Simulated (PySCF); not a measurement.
# tetraethylborate (C₈H₂₀B−): geometry, NMR shifts and core binding energies

What NMR shifts and core binding energies should tetraethylborate (C₈H₂₀B−) (`CC[B-](CC)(CC)CC`) show?

Computed with PySCF 2.14.0, with density-fitted response routines of our own, on a single molecule in the gas phase. Atoms are numbered from 0 throughout.

### 1 The starting structure

29 atoms, charge -1, multiplicity 1; geometry from: GFN2-xTB.

Bonds of the start (Å): C0–C1 1.53, C1–B2 1.66, B2–C3 1.66, C3–C4 1.53, B2–C5 1.66, C5–C6 1.53, B2–C7 1.66, C7–C8 1.53, C0–H9 1.10, C0–H10 1.09, C0–H11 1.09, C1–H12 1.10, C1–H13 1.10, C3–H14 1.10, C3–H15 1.10, C4–H16 1.09, C4–H17 1.10, C4–H18 1.09, C5–H19 1.10, C5–H20 1.10, C6–H21 1.09, C6–H22 1.10, C6–H23 1.09, C7–H24 1.10, C7–H25 1.10, C8–H26 1.10, C8–H27 1.09, C8–H28 1.09.

### 2 Relaxing the molecule at PBE0-D3(BJ)/def2-SVP

The job: settings as JSON, then the geometry in Å.

```
{"job": {"xc": "PBE0", "basis": "def2-SVP", "d3": "d3bj", "grid": 1, "kind": "geom"}, "charge": -1, "multiplicity": 1}
C      1.985616    -1.773459    -0.426059
C      1.153786    -0.628234    -0.999949
B     -0.005337     0.009774     0.001626
C     -0.763088     1.204853    -0.866847
C     -1.892943     1.951308    -0.159020
C      0.675800     0.617278     1.387792
C      1.742331     1.694904     1.203632
C     -1.085826    -1.151338     0.489211
C     -1.834905    -1.887952    -0.619188
H      2.735669    -2.138186    -1.138903
H      1.345512    -2.611822    -0.157349
H      2.509297    -1.451662     0.472316
H      0.688913    -0.986111    -1.926415
H      1.847186     0.162182    -1.310901
H     -1.173834     0.783811    -1.792519
H     -0.026258     1.950081    -1.190015
H     -1.520867     2.449657     0.734866
H     -2.350171     2.714014    -0.802335
H     -2.676674     1.259170     0.144667
H     -0.108818     1.031546     2.031963
H      1.125497    -0.198293     1.967005
H      2.582920     1.305036     0.632375
H      2.129458     2.061747     2.162350
H      1.335090     2.546112     0.661114
H     -0.570475    -1.903196     1.098602
H     -1.833154    -0.703651     1.155110
H     -2.534196    -2.633978    -0.221343
H     -1.135015    -2.403593    -1.274201
H     -2.405231    -1.186126    -1.225006
```

**Question.** This job is followed by: GIAO PBE0/pcSseg-1 NMR shielding, non-relativistic, gas phase; GIAO HF/pcSseg-1 NMR shielding, non-relativistic, gas phase; delta-SCF UKS SCAN, pcX-2 on the ionised atom, pcseg-1 elsewhere, spin-free X2C. Predict these results of the whole session: point group; rotational constants (main isotopes); 13C shifts against TMS (PBE0/pcSseg-1, means over atoms taken as alike); 1H shifts against TMS (PBE0/pcSseg-1, means over atoms taken as alike); 11B shifts against BF3·OEt2 (PBE0/pcSseg-1); C1s binding energies, SCAN/pcX-2; B1s binding energies, SCAN/pcX-2; range of the shift of B2.

**Answer**, as computed:

```
                                                               quantity                    value
                                                            point group                      D2d
                                   rotational constants (main isotopes)     1.39, 1.39, 0.88 GHz
13C shifts against TMS (PBE0/pcSseg-1, means over atoms taken as alike)           16.9, 13.0 ppm
 1H shifts against TMS (PBE0/pcSseg-1, means over atoms taken as alike)          0.65, -0.22 ppm
                            11B shifts against BF3·OEt2 (PBE0/pcSseg-1)                -24.1 ppm
                                       C1s binding energies, SCAN/pcX-2  C0 285.98, C1 284.49 eV
                                       B1s binding energies, SCAN/pcX-2             B2 187.74 eV
                                               range of the shift of B2       -24.1 to -17.7 ppm
```

In words: Over 3 steps the energy fell by 0.090 eV; of the close pairs, C6–H23 changed most, 1.088 to 1.104 Å. No frequency check was run at this level, so the end point may be a saddle. At PBE0/pcSseg-1: The widest tensor belongs to C1, C3, C5, C7: span 30 ppm, with a paramagnetic part of -79 ppm. C0 (methyl carbon) binds its C1s electron 1.49 eV more tightly than C1 (sp3 CH2 bonded to B). Across the 2 runs the shift of B2 moves most, between -24.1 (PBE0/pcSseg-1) and -17.7 ppm (HF/pcSseg-1).
